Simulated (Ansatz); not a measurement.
# AlH7N2OS: the cost of one run

Method: RKS PBE/def2-SVP, in Ansatz 0.2.0.

### Step 1. The system as given

Bond lengths: Al1–O2 2.182 Å, Al1–N3 1.774 Å, Al1–N4 1.773 Å, Al1–S6 2.640 Å, O2–H7 0.955 Å, N3–H8 1.009 Å, N3–H9 1.012 Å, N4–H10 1.012 Å, N4–H11 1.010 Å, S6–H12 1.325 Å. Angles: Al1–O2–H7 125.1°, O2–Al1–N3 111.1°, O2–Al1–N4 104.0°, O2–Al1–S6 75.9°, N3–Al1–N4 136.1°, N3–Al1–S6 108.2°, N4–Al1–S6 105.2°, Al1–N3–H8 124.2°, Al1–N3–H9 126.1°, H8–N3–H9 108.3°, Al1–N4–H10 121.8°, Al1–N4–H11 128.0°, H10–N4–H11 108.8°, Al1–S6–H12 89.5°.

Structure file:

```xyz
12

Al    0.2846    0.0183    0.3377
O    -0.9234    1.3482   -0.8997
N     2.0126    0.3795    0.1635
N    -0.7981   -0.4320    1.6674
H    -0.9169    0.2280   -1.5063
S    -0.4524   -1.4923   -1.6985
H    -0.5769    2.0087   -1.4965
H     2.7010    0.2169    0.8833
H     2.4983    0.5656   -0.7043
H    -1.7780   -0.1777    1.6674
H    -0.5474   -0.7642    2.5877
H    -1.5033   -1.8990   -1.0018
```

### Step 2. Pulling towards end A

Springs on the bonds that form and break draw the guess towards this end; the thresholds are loose.

input.yaml

```yaml
crystal:
  periodic: [false, false, false]
  atoms:
    - { symbol: Al, position_ang: [0.2846, 0.0183, 0.3377] }
    - { symbol: O, position_ang: [-0.9234, 1.3482, -0.8997] }
    - { symbol: "N", position_ang: [2.0126, 0.3795, 0.1635] }
    - { symbol: "N", position_ang: [-0.7981, -0.432, 1.6674] }
    - { symbol: H, position_ang: [-0.9169, 0.228, -1.5063] }
    - { symbol: S, position_ang: [-0.4524, -1.4923, -1.6985] }
    - { symbol: H, position_ang: [-0.5769, 2.0087, -1.4965] }
    - { symbol: H, position_ang: [2.701, 0.2169, 0.8833] }
    - { symbol: H, position_ang: [2.4983, 0.5656, -0.7043] }
    - { symbol: H, position_ang: [-1.778, -0.1777, 1.6674] }
    - { symbol: H, position_ang: [-0.5474, -0.7642, 2.5877] }
    - { symbol: H, position_ang: [-1.5033, -1.899, -1.0018] }
basis:
  gaussian: { orbitals: def2-SVP }
hamiltonian:
  xc: pbe
relax:
  f_tol: 0.15
  max_steps: 25
  restrain:
    - { distance: [0, 5], at: 3.56, k: 30.0 }
    - { distance: [4, 1], at: 2.27, k: 30.0 }
    - { distance: [0, 1], at: 1.87, k: 30.0 }
    - { distance: [4, 5], at: 1.36, k: 30.0 }
```

Launch:

```sh
ansatz run input.yaml --threads 2 --pin off --max-ram 3072MiB --backend cpu --events-out ev --progress --plain --runs-dir out
```

Q: Estimate wall time and peak memory on 2 threads of Intel Xeon Platinum 8375C at 2.90GHz (Ice Lake), shared host.

About 27 s, with a peak of 0.18 GiB.
